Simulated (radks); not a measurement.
# Au in [Xe] 4f14 5d9.75 6s1 5f0.25: an all-electron calculation

An exercise on one series of results from a longer session: the logs are not shown, and one member is left open.

Program: radks (a radial shooting solver on a logarithmic mesh, Libxc functionals) version 1. Level of theory: Dirac Kohn-Sham, LDA (Slater exchange, Perdew-Zunger correlation), spin-unpolarised, spherical densities, finite nucleus; open shells fill j = l - 1/2 first. These are calculated values, not measurements, unless marked.

**The system**

| Quantity | Value |
| --- | --- |
| element | gold (Z = 79) |
| charge | 0 |
| electrons | 79 |
| configuration | [Xe] 4f14 5d9.75 6s1 5f0.25 |
| nuclear rms radius | 5.4371 fm |

Set-up of the first run:

Settings of this run:

```text
Z 79
configuration [Xe] 4f14 5d9.75 6s1 5f0.25
relativity Dirac
functional lda,pz
spin unpolarised
j_filling energy
nucleus finite rms 5.4371 fm
c 137.035999084
```

One table of the session follows, with a row left open; its other results are not shown here.

It belongs to the step «Radial structure». The radial density on a logarithmic grid:

| r (bohr) | 4πr²ρ (e/bohr) |
| --- | --- |
| 0.000636 | 5.338 |
| 0.00113 | 12.72 |
| 0.00201 | 28.42 |
| 0.00358 | 56.90 |
| 0.00637 | 94.20 |
| 0.0113 | 114.5 |
| 0.0202 | 102.2 |
| 0.0359 | ? |
| 0.0638 | 138.7 |
| 0.113 | 124.1 |
| 0.202 | 101.3 |
| 0.356 | 88.42 |
| 0.634 | 37.18 |
| 1.13 | 17.08 |
| 2.01 | 4.328 |
| 3.57 | 0.5116 |

Estimate the missing values for r (bohr) = 0.0359.

Worked estimate for «4πr²ρ (e/bohr)». A straight line through the neighbours (0.0202, 102.2) and (0.0638, 138.7) gives 102.2 + (138.7 − 102.2) × (0.0359 − 0.0202) / (0.0638 − 0.0202) = 115.3; a parabola fitted to 4 rows on both sides gives 124.6.

As computed: 4πr²ρ (e/bohr): 125.2. In «4πr²ρ (e/bohr)» the line misses by -9.9 and the parabola by -0.6.
